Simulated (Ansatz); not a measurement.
**BeTl2 in Ansatz: convergence with ecutrho ratio**

Input of the first run (ecutrho ratio 4); the others differ in this setting and in those tied to it:

The input input.yaml:

```yaml
crystal:
  lattice:
    - [4.47554392, 0.0, 0.0]
    - [-2.23777196, 3.87593473, 0.0]
    - [0.0, 0.0, 4.79496172]
  atoms:
    - { symbol: Be, position: [0.66666667, 0.33333333, 0.29476498] }
    - { symbol: Tl, position: [0.0, 0.0, 0.23157644] }
    - { symbol: Tl, position: [0.33333333, 0.66666667, 0.8544571] }
hamiltonian:
  xc: pbe
  pseudopotentials: { kind: paw }
kpoints:
  mp_grid: { grid: [6, 6, 5] }
scf:
  occupations: { method: methfessel_paxton, width: 0.05 }
output:
  forces: true
  stress: true
  eigenvalues: true
basis:
  ecutrho_ratio: 4
```

Potentials or basis: Ansatz PAW.

Run with:

```sh
$ ansatz run input.yaml --threads 2 --pin off --max-ram 5632MiB --backend cpu --events-out ev --progress --plain --runs-dir out
```

The cell was built by a generator and needn't be a form met in nature.

Hardware: 2 threads of Arm Neoverse V2, with other jobs on the host.

```
ecutrho ratio  energy less the tightest run, at zero smearing (meV/atom)  SCF cycles  CPU time (s)  peak memory (GiB)
            4                                                       0.00           6           3.3               0.35
            5                                                       0.00           6           3.3               0.36
            6                                                       0.00           6           3.4               0.37
            8                                                       0.00           6           3.5                0.4
           10                                                       0.00           6           3.6               0.42
           12                                                       0.00           6           3.8               0.47
```

Against the tightest run, the energy stays within 1 meV/atom from 4 on. The tightest run that finished is the yardstick and may itself not be fully converged.

The run has no spin-orbit coupling, so splittings on Tl are missing.
